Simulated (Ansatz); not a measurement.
**F₂Ga₂H₄S₂: how energies converge with the basis set**

One table from this session's results is given with a row withheld; the runs are named, their logs left out.

Method: one geometry, several basis sets; program: Ansatz 0.2.0, Gaussian basis.

Plan: PBE0-D4/def2-SVP; ωB97M-V/def2-SVP; PBE0-D4/def2-QZVPP; ωB97M-V/def2-QZVPP; the functionals' def2-TZVPP values are taken from earlier runs.

### The relaxed structure

An earlier PBE0-D4 in a triple-zeta def2 set relaxation fixed the geometry.

SMILES `[F][Ga@H-]1[SH+][Ga@@H-]([F])[SH+]1`, 10 atoms, charge 0, spin multiplicity 1.

Atoms are counted from 1 here; the program's logs count them from 0.

Bond lengths: F1–Ga2 1.766 Å, Ga2–S3 2.385 Å, Ga2–S6 2.385 Å, Ga2–H7 1.549 Å, S3–Ga4 2.385 Å, S3–H8 1.347 Å, Ga4–F5 1.766 Å, Ga4–S6 2.385 Å, Ga4–H9 1.549 Å, S6–H10 1.347 Å. Angles: F1–Ga2–S3 102.5°, F1–Ga2–S6 102.5°, F1–Ga2–H7 123.9°, S3–Ga2–S6 95.4°, S3–Ga2–H7 114.1°, S6–Ga2–H7 114.1°, Ga2–S3–Ga4 84.4°, Ga2–S3–H8 91.6°, Ga4–S3–H8 91.6°, S3–Ga4–F5 102.5°, S3–Ga4–S6 95.4°, S3–Ga4–H9 114.1°, F5–Ga4–S6 102.5°, F5–Ga4–H9 123.9°, S6–Ga4–H9 114.1°, Ga2–S6–Ga4 84.4°, Ga2–S6–H10 91.6°, Ga4–S6–H10 91.6°.

As a file:

```xyz
10
charge 0, multiplicity 1
F    -2.02423    0.27457   -1.59965
Ga   -0.41367    0.92807   -1.28849
S     0.92201   -1.04199   -1.12964
Ga    1.03770   -0.49287    1.18872
F     0.04342   -1.74969    1.93008
S    -0.47095    1.35027    1.05834
H     0.23259    2.06442   -2.11961
H    -0.16650   -1.81010   -0.93254
H     2.45755   -0.11379    1.67868
H    -1.53481    0.53992    1.21703
```

The first run:

Contents of in.yaml:

```yaml
crystal:
  periodic: [false, false, false]
  atoms:
    - {symbol: F, position_ang: [-2.024234, 0.274566, -1.599650]}
    - {symbol: Ga, position_ang: [-0.413667, 0.928067, -1.288495]}
    - {symbol: S, position_ang: [0.922010, -1.041986, -1.129642]}
    - {symbol: Ga, position_ang: [1.037703, -0.492868, 1.188718]}
    - {symbol: F, position_ang: [0.043418, -1.749691, 1.930078]}
    - {symbol: S, position_ang: [-0.470948, 1.350272, 1.058341]}
    - {symbol: H, position_ang: [0.232588, 2.064421, -2.119613]}
    - {symbol: H, position_ang: [-0.166503, -1.810103, -0.932537]}
    - {symbol: H, position_ang: [2.457547, -0.113793, 1.678676]}
    - {symbol: H, position_ang: [-1.534814, 0.539916, 1.217026]}
basis:
  gaussian: {orbitals: def2-SVP}
hamiltonian: {xc: pbe0, dispersion: d4}
output: {orbitals: {seedname: orbitals}}
```

Started as:

```
> ansatz run in.yaml --threads 4 --pin off --events-out ev --progress --plain --max-ram 11315MiB
```

Among the steps run: PBE0-D4 in def2-SVP; ωB97M-V in def2-SVP; PBE0-D4 in def2-QZVPP; ωB97M-V in def2-QZVPP.

One table of the session follows, with a row left open; its other results are not shown here.

It belongs to the step «Functionals by basis». 

| functional | basis | HOMO (eV) |
| --- | --- | --- |
| PBE0-D4 | def2-SVP | -8.74 |
| PBE0-D4 | def2-TZVPP | -8.73 |
| PBE0-D4 | def2-QZVPP | -8.74 |
| ωB97M-V | def2-SVP | ? |
| ωB97M-V | def2-TZVPP | -10.78 |
| ωB97M-V | def2-QZVPP | -10.80 |

Q: Estimate the row for ωB97M-V, def2-SVP from the others.

**Answer.** HOMO (eV): -10.76. In the column «HOMO (eV)» it lies between ωB97M-V, def2-TZVPP (-10.78) and PBE0-D4, def2-SVP (-8.74).
